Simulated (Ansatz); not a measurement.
The system is Ca3AsP.

```
As Ca P
1.0
     5.33390    0.00000    0.00000
     0.00000    5.33390    0.00000
     0.00000    0.00000    5.33390
As Ca P
1 3 1
Cartesian
  0.0000 0.0000 0.0000
  2.6669 2.6669 0.0000
  2.6669 0.0000 2.6669
  0.0000 2.6669 2.6669
  2.6669 2.6669 2.6669
```

The cell comes from a database or a generator and needn't be the stable form of this composition.

| Quantity | Value |
| --- | --- |
| Program | Ansatz 0.2.0 |
| Task | single point |
| Functional | PBE |
| Potentials or basis | Ansatz PAW |
| Cutoff | 420 eV (not typed: the program's choice for these potentials) |
| k mesh | 5 × 5 × 5 |
| Occupations | fermi-dirac, width 0.05 eV |
| Spin | no spin polarisation |

On this cell: pressure -0.1 GPa; largest force zero by symmetry; band gap on the k mesh 0.19 eV, direct.

The same run follows on a disturbed copy (atoms moved at random, drawn with an rms of 0.05 Å):

```
As Ca P
1.0
     5.33390    0.00000    0.00000
     0.00000    5.33390    0.00000
     0.00000    0.00000    5.33390
As Ca P
1 3 1
Direct
  0.99763 0.00336 0.00149
  0.50750 0.49881 0.99881
  0.50490 0.99552 0.50139
  0.99854 0.50088 0.49804
  0.50175 0.50489 0.50245
```

Problem. What does the disturbed cell give?

Solution. The energy moves by +2.7 meV/atom; pressure -0.1 GPa; largest force 0.483 eV/Å; band gap on the k mesh 0.20 eV, direct.

Forces in eV/Å, atoms in the order of the input:
```
As  -0.056  0.021  0.015
Ca   0.001 -0.048  0.176
Ca   0.000  0.483 -0.016
Ca   0.228 -0.048 -0.018
P   -0.173 -0.408 -0.158
```

Stress tensor (GPa, compression positive):
```
-0.07 -0.01  0.00
-0.01  0.01 -0.01
 0.00 -0.01 -0.09
```

Caveats: odd divisions of the mesh miss points on the zone boundary, where band edges often lie, so the gap on the mesh can be too wide.

